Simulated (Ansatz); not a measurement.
# BaTiO3: a one-atom displacement scan

Aim: for BaTiO3, measure how stiffly atom 3 (O) is held.

Method: DFT r2SCAN, scalar-relativistic, plane waves, PAW, in Ansatz 0.2.0.

1 further run of the same task is left out (set aside as unsound or not needed).

### 1 The system as given

Symmetry: P4mm, No. 99, tetragonal system. Conventional cell: a = 3.972 Å, b = 3.972 Å, c = 4.112 Å, α = 90.00°, β = 90.00°, γ = 90.00°. Around Ba (site symmetry 4mm) lie 12 O at 2.79 to 2.92 Å. Ti (site symmetry 4mm) is surrounded by 5 O at 1.82 to 1.99 Å. Around O (site symmetry 4mm) lie 1 Ti at 1.82 Å. O (site symmetry 2mm) is surrounded by 2 Ti at 1.99 Å and 4 Ba at 2.79 to 2.92 Å.

Coordinates:

```
CELL_PARAMETERS angstrom
3.97232 0.00000 0.00000
0.00000 3.97232 0.00000
0.00000 0.00000 4.11238
ATOMIC_POSITIONS crystal
Ba 0.00000 0.00000 0.99261
Ti 0.50000 0.50000 0.47453
O 0.50000 0.50000 0.03157
O 0.50000 0.00000 0.51464
O 0.00000 0.50000 0.51464
```

This cell was relaxed beforehand with the same method: volume 12.98 Å³/atom, gap on the mesh 2.23 eV.

### 2 Zero of energy

Reference values: F = -10183.8274 eV; pressure 0.00 GPa; largest force 0.001 eV/Å; gap on the mesh 2.23 eV. It was computed beforehand with the settings of the runs below.

### 3 Setting up a one-atom displacement scan

Atom 3 (O) is moved by x along the Cartesian unit vector (0.000, 0.000, 1.000); the cell and all other atoms stay fixed. Forces below are components along that vector, summed over the moved atoms. In a periodic cell its images move with it.

### 4 At x = -0.300 Å

Contents of input.yaml:

```yaml
crystal:
  lattice:
    - [3.9723167996, 0.0, 0.0]
    - [0.0, 3.9723167996, 0.0]
    - [0.0, 0.0, 4.1123825565]
  atoms:
    - { symbol: Ba, position: [0.0, 0.0, 0.9926109048] }
    - { symbol: Ti, position: [0.5, 0.5, 0.4745255192] }
    - { symbol: O, position: [0.5, 0.5, -0.0413767078] }
    - { symbol: O, position: [0.5, 0.0, 0.5146449361] }
    - { symbol: O, position: [0.0, 0.5, 0.5146449361] }
basis:
  ecutwfc: 500
kpoints:
  mp_grid: { grid: [8, 8, 8] }
hamiltonian:
  xc: r2scan
scf:
  occupations: { method: gaussian, width: 0.05 }
output:
  forces: true
  stress: true
  eigenvalues: true
  write_density: true
  write_potential: true
  elf: true
  volumetric_format: npy
```

Started as:

```bash
$ ansatz run input.yaml --threads 1 --pin off --max-ram 2560MiB --backend cpu --events-out ev --progress --plain --runs-dir out
```

### 5 Point x = 0.225 Å

Edit input.yaml of step 4 so:

```diff
@@ -8,3 +8,3 @@
     - { symbol: Ti, position: [0.5, 0.5, 0.4745255192] }
-    - { symbol: O, position: [0.5, 0.5, -0.0413767078] }
+    - { symbol: O, position: [0.5, 0.5, 0.0862865125] }
     - { symbol: O, position: [0.5, 0.0, 0.5146449361] }
```

### 6 At x = -0.150 Å

Edit input.yaml of step 5 so:

```diff
@@ -8,3 +8,3 @@
     - { symbol: Ti, position: [0.5, 0.5, 0.4745255192] }
-    - { symbol: O, position: [0.5, 0.5, 0.0862865125] }
+    - { symbol: O, position: [0.5, 0.5, -0.004901502] }
     - { symbol: O, position: [0.5, 0.0, 0.5146449361] }
@@ -23,5 +23 @@
   eigenvalues: true
-  write_density: true
-  write_potential: true
-  elf: true
-  volumetric_format: npy
```

### 7 x = 0.075 Å

Edit input.yaml of step 6 so:

```diff
@@ -8,3 +8,3 @@
     - { symbol: Ti, position: [0.5, 0.5, 0.4745255192] }
-    - { symbol: O, position: [0.5, 0.5, -0.004901502] }
+    - { symbol: O, position: [0.5, 0.5, 0.0498113067] }
     - { symbol: O, position: [0.5, 0.0, 0.5146449361] }
```

### 8 x = 0.300 Å

Edit input.yaml of step 7 so:

```diff
@@ -8,3 +8,3 @@
     - { symbol: Ti, position: [0.5, 0.5, 0.4745255192] }
-    - { symbol: O, position: [0.5, 0.5, 0.0498113067] }
+    - { symbol: O, position: [0.5, 0.5, 0.1045241154] }
     - { symbol: O, position: [0.5, 0.0, 0.5146449361] }
```

### 9 x = -0.225 Å

Edit input.yaml of step 8 so:

```diff
@@ -8,3 +8,3 @@
     - { symbol: Ti, position: [0.5, 0.5, 0.4745255192] }
-    - { symbol: O, position: [0.5, 0.5, 0.1045241154] }
+    - { symbol: O, position: [0.5, 0.5, -0.0231391049] }
     - { symbol: O, position: [0.5, 0.0, 0.5146449361] }
```

(Steps that only read results are left out.)

**Question.** What will these runs give?

The runs gave:

| quantity | value |
| --- | --- |
| force constant along x, from the points at -0.150, 0 and 0.075 Å | 15.52 eV/Å² |

What this shows: The restoring force grows by 15.52 eV/Å per Å near the site; for the mass of O against a rigid frame that is a vibration of about 514 cm⁻¹. The step of 0.15 Å is wide, so anharmonic terms mix in. The undisturbed cell stays the lowest of the sampled points. The well is lopsided: x = 0.300 Å costs 1276 meV against 357 meV on the other side, and the dearer side brings atoms closer together. The gap on the mesh stays between 2.08 and 2.64 eV.
